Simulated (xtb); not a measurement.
# GeAsNH6 (SMILES [NH2][GeH2][AsH2]) at GFN0-xTB

Aim: the electronic atomisation energy of GeAsNH6 at GFN0-xTB, from 5 runs. 

The calculation is run with xtb 6.7.1.

11 further runs of the same task are left out: 11 set aside as unsound or not needed.

### Step 1. The structure to begin with

GeAsNH6: 9 atoms, total charge 0, spin state singlet. SMILES: `[NH2][GeH2][AsH2]`. The shape comes from GFN2-xTB, which is rough for such elements, and wasn't checked as a minimum. This is one conformer, not always the lowest.

Bond lengths: N1–Ge2 1.827 Å, Ge2–As3 2.380 Å, N1–H4 1.010 Å, N1–H5 1.011 Å, Ge2–H6 1.518 Å, Ge2–H7 1.539 Å, As3–H8 1.507 Å, As3–H9 1.503 Å. Some angles: N1–Ge2–As3 107.6°, N1–Ge2–H6 102.3°, N1–Ge2–H7 111.2°, As3–Ge2–H6 115.1°, As3–Ge2–H7 116.7°, Ge2–N1–H4 116.9°, Ge2–N1–H5 116.3°, Ge2–As3–H8 91.0°, Ge2–As3–H9 91.7°, H6–Ge2–H7 103.0°.

### Step 2. Energy and gradient at GFN0-xTB

The input, in.coord:

```
$coord angs
    -1.0914000     0.7051400    -1.0659400  N
     0.2611900     0.5370300     0.1500300  Ge
    -0.1794200    -1.4055200     1.4535400  As
    -1.0403900     1.4891500    -1.6998900  H
    -1.3118100    -0.1191000    -1.6077800  H
     0.1825500     1.8505900     0.9066900  H
     1.6375600     0.6134000    -0.5339100  H
     0.3396200    -2.2939100     0.3529000  H
     1.2021000    -1.3767700     2.0443700  H
$end
```

On the command line:

```
$ xtb in.coord --grad --gfn 0 | tee out.txt
```

Log:

```text
* xtb version 6.7.1
[...]
          :  # basis functions                  36          :
[...]
          :  # electrons                        20          :
[...]
 Zeroth order Hamiltonian       ...        0 min,  0.000 sec ( 10.684%)
[...]
         ::                     SUMMARY                     ::
         :::::::::::::::::::::::::::::::::::::::::::::::::::::
         :: total energy             -10.802266932773 Eh    ::
         :: gradient norm              0.019685520102 Eh/a0 ::
         :: HOMO-LUMO gap              5.083980957329 eV    ::
         ::.................................................::
         :: H0 energy                -10.710906276013 Eh    ::
         :: repulsion energy           0.081464005548 Eh    ::
         :: electrostat energy        -0.170857148104 Eh    ::
         :: -> Gsolv                   0.000000000000 Eh    ::
         ::    -> Gsasa                0.000000000000 Eh    ::
         ::    -> Gshift               0.000000000000 Eh    ::
         :: dispersion energy         -0.001967514204 Eh    ::
         :: short-range corr.          0.000000000000 Eh    ::
         :: add. restraining           0.000000000000 Eh    ::
         :: total charge               0.000000000000 e     ::
         :::::::::::::::::::::::::::::::::::::::::::::::::::::
[...]
        10        2.0000           -0.4215715             -11.4715 (HOMO)
        11                         -0.2347387              -6.3876 (LUMO)
[...]
          | TOTAL ENERGY              -10.802266932773 Eh   |
          | GRADIENT NORM               0.019685520102 Eh/α |
          | HOMO-LUMO GAP               5.083980957329 eV   |
           -------------------------------------------------
[...]
```

Standard error:

```text
normal termination of xtb
```

Run time: 0.025 s. Hardware: 1 thread of Intel Xeon Platinum 8488C (Sapphire Rapids), shared host.

### Step 3. The As atom: the energy at GFN0-xTB

The input, coord:

```
$coord
      0.000000000000      0.000000000000      0.000000000000  as
$end
```

Run the same way, it converges to -2.35969 Eh (log not shown).

### Step 4. The Ge atom: the energy at GFN0-xTB

The input, coord:

```
$coord angs
     0.0000000     0.0000000     0.0000000  Ge
$end
```

Run the same way, it converges to -1.82031 Eh (log not shown).

### Step 5. The H atom: the energy at GFN0-xTB

The input, mol.xyz:

```xyz
1

H      0.000000     0.000000     0.000000
```

On the command line:

```
$ xtb mol.xyz --gfn 0 --uhf 1 --parallel 1 | tee run.log
```

Log:

```text
* xtb version 6.7.1
[...]
          :  # basis functions                   2          :
[...]
          :  # electrons                         1          :
[...]
 Zeroth order Hamiltonian       ...        0 min,  0.000 sec ( 15.633%)
[...]
         ::                     SUMMARY                     ::
         :::::::::::::::::::::::::::::::::::::::::::::::::::::
         :: total energy              -0.438138811313 Eh    ::
         :: gradient norm              0.000000000000 Eh/a0 ::
         :: HOMO-LUMO gap              9.116254400000 eV    ::
         ::.................................................::
         :: H0 energy                 -0.438138811313 Eh    ::
         :: repulsion energy           0.000000000000 Eh    ::
         :: electrostat energy        -0.000000000000 Eh    ::
         :: -> Gsolv                   0.000000000000 Eh    ::
         ::    -> Gsasa                0.000000000000 Eh    ::
         ::    -> Gshift               0.000000000000 Eh    ::
         :: dispersion energy          0.000000000000 Eh    ::
         :: short-range corr.          0.000000000000 Eh    ::
         :: add. restraining           0.000000000000 Eh    ::
         :: total charge              -0.000000000000 e     ::
         :::::::::::::::::::::::::::::::::::::::::::::::::::::
[...]
         1        1.0000           -0.4381388             -11.9224 (HOMO)
         2                         -0.1031226              -2.8061 (LUMO)
[...]
          | TOTAL ENERGY               -0.438138811313 Eh   |
          | GRADIENT NORM               0.000000000000 Eh/α |
          | HOMO-LUMO GAP               9.116254400000 eV   |
           -------------------------------------------------
[...]
```

Standard error:

```text
normal termination of xtb
```

Run time: 0.025 s. Hardware: 1 thread of Intel Xeon Platinum 8488C (Sapphire Rapids), shared host.

### Step 6. The N atom: a single-point energy at GFN0-xTB

The input, .CHRG:

```
0
```

The input, .UHF:

```
3
```

The input, in.coord:

```
$coord angs
     0.0000000     0.0000000     0.0000000  N
$end
```

Run the same way, it converges to -2.65700 Eh (log not shown).

### Step 7. What came out

At GFN0-xTB:

| quantity | value |
| --- | --- |
| molecule: total energy | -10.80227 Eh |
| molecule: dipole moment | 1.14 D |
| molecule: HOMO energy | -11.47 eV |
| molecule: LUMO energy | -6.39 eV |
| molecule: HOMO–LUMO gap | 5.08 eV |
| molecule: dispersion energy | -5.17 kJ/mol |
| molecule: largest force on an atom | 0.743 eV/Å |
| molecule: mean polarisability (D4 model) | 78.5 bohr³ |
| As atom: total energy | -2.35969 Eh |
| As atom: dipole moment | 0.00 D |
| As atom: HOMO energy (partly filled) | -10.20 eV |
| As atom: LUMO energy | -0.15 eV |
| As atom: mean polarisability (D4 model) | 31.0 bohr³ |
| Ge atom: total energy | -1.82031 Eh |
| Ge atom: dipole moment | 0.00 D |
| Ge atom: HOMO energy (partly filled) | -9.18 eV |
| Ge atom: LUMO energy | -9.18 eV |
| Ge atom: mean polarisability (D4 model) | 41.6 bohr³ |
| H atom: total energy | -0.43814 Eh |
| H atom: dipole moment | 0.00 D |
| H atom: HOMO energy (partly filled) | -11.92 eV |
| H atom: mean polarisability (D4 model) | 5.0 bohr³ |
| N atom: total energy | -2.65700 Eh |
| N atom: dipole moment | 0.00 D |
| N atom: HOMO energy (partly filled) | -11.54 eV |
| N atom: mean polarisability (D4 model) | 7.5 bohr³ |
| electronic atomisation energy | 36.366 eV |

**Reading.** The method runs without spin polarisation, so open shells lack the exchange term that lowers high spin: such energies come out too high. The largest force (molecule) is 0.74 eV/Å: the shape isn't a stationary point for this species at this level. Taking the molecule apart into free atoms costs 36.37 eV (839 kcal/mol), before zero-point energy and without spin-orbit coupling. Tight-binding and semi-empirical models aren't fitted to free atoms, so this value can be far from the true one.
